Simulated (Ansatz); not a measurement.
**CH₇NSn: search for a transition state**

Wanted: the transition state of a 1,1-elimination (form N2–H4 and break Sn1–N2, Sn1–H4). The guess is relaxed with those distances held, a saddle search follows, and vibrations and two downhill relaxations check it.

Program: Ansatz 0.2.0, Gaussian basis. Level of theory: PBE0-D4, def2-SVP first, then def2-TZVP. These are calculated values, not measurements.

21 further runs of the same task are left out: 21 set aside as unsound or not needed.

### 1 Starting geometry

The guess: 10 atoms, charge 0, spin multiplicity 1.

Atoms are counted from 1 here; the program's logs count them from 0.

Bond lengths: Sn1–N2 2.457 Å, Sn1–H5 1.861 Å, Sn1–H6 1.821 Å, N2–C3 1.445 Å, N2–H7 1.012 Å, C3–H8 1.091 Å, C3–H9 1.093 Å, C3–H10 1.086 Å. Angles: N2–Sn1–H5 84.9°, N2–Sn1–H6 85.2°, H5–Sn1–H6 87.8°, Sn1–N2–C3 126.2°, Sn1–N2–H7 121.9°, C3–N2–H7 111.6°, N2–C3–H8 108.7°, N2–C3–H9 113.1°, N2–C3–H10 108.6°, H8–C3–H9 108.7°, H8–C3–H10 108.6°, H9–C3–H10 109.0°.

Geometry (Å):

```
Sn   -1.13680    0.37900    1.90520
N    -0.02740    0.66580   -0.26770
C     1.14760   -0.04000   -0.72660
H    -1.06430   -0.16230   -0.27470
H    -2.56360   -0.27450    0.90430
H    -0.43410   -1.30070    1.86840
H    -0.30770    1.38700   -0.91940
H     1.99880    0.64240   -0.69810
H     1.04480   -0.43070   -1.74270
H     1.34270   -0.86600   -0.04870
```

Distances that are to change: N2–H4 1.33 Å, Sn1–N2 2.46 Å, Sn1–H4 2.25 Å.

### 2 Constrained relaxation of the guess

hold/in.yaml

```yaml
crystal:
  periodic: [false, false, false]
  atoms:
    - {symbol: Sn, position_ang: [-1.136800, 0.379000, 1.905200]}
    - {symbol: N, position_ang: [-0.027400, 0.665800, -0.267700]}
    - {symbol: C, position_ang: [1.147600, -0.040000, -0.726600]}
    - {symbol: H, position_ang: [-1.064300, -0.162300, -0.274700]}
    - {symbol: H, position_ang: [-2.563600, -0.274500, 0.904300]}
    - {symbol: H, position_ang: [-0.434100, -1.300700, 1.868400]}
    - {symbol: H, position_ang: [-0.307700, 1.387000, -0.919400]}
    - {symbol: H, position_ang: [1.998800, 0.642400, -0.698100]}
    - {symbol: H, position_ang: [1.044800, -0.430700, -1.742700]}
    - {symbol: H, position_ang: [1.342700, -0.866000, -0.048700]}
basis:
  gaussian: {orbitals: def2-SVP}
hamiltonian: {xc: pbe0, dispersion: d4}
relax: {f_tol: 0.08, max_steps: 120, escape_saddle: false, constraints: [{distance: [1, 3]}, {distance: [0, 1]}, {distance: [0, 3]}]}
```

No record of the launch command was kept for these runs.

Further steps of the session: Saddle search in the small basis; Saddle search in triple zeta; Vibrations at the point found; Relaxing after a step of 0.30 Å one way along the mode; Relaxing after a step of 0.30 Å the other way along the mode.

Q: Predict the outcome of this session. Wanted: imaginary mode; barrier from the start side; barrier from the end side; energy of the step; pairs that change; zero-point energy at the saddle.

As calculated:

```
                       quantity                                      value
                 imaginary mode                                 1165i cm⁻¹
    barrier from the start side                                84.6 kJ/mol
      barrier from the end side                               147.9 kJ/mol
             energy of the step                               -63.3 kJ/mol
              pairs that change  Sn1–H5 formed, N2–H4 formed, H4–H5 broken
zero-point energy at the saddle                                   1.983 eV
```

What this shows: One imaginary mode, 1165i cm⁻¹, makes this a first-order saddle. The two relaxations don't end on the planned structures: the search found another step. At PBE0-D4/def2-TZVP the electronic barrier is 84.6 kJ/mol, about 34 kT at 298 K, and the step runs 63.3 kJ/mol downhill. The barrier is thin enough for tunnelling; the leading (Wigner) term alone is a factor of 2.3 at 298 K. A step off the saddle overshot and began above it in energy, so the link to its end is likely but not proven.
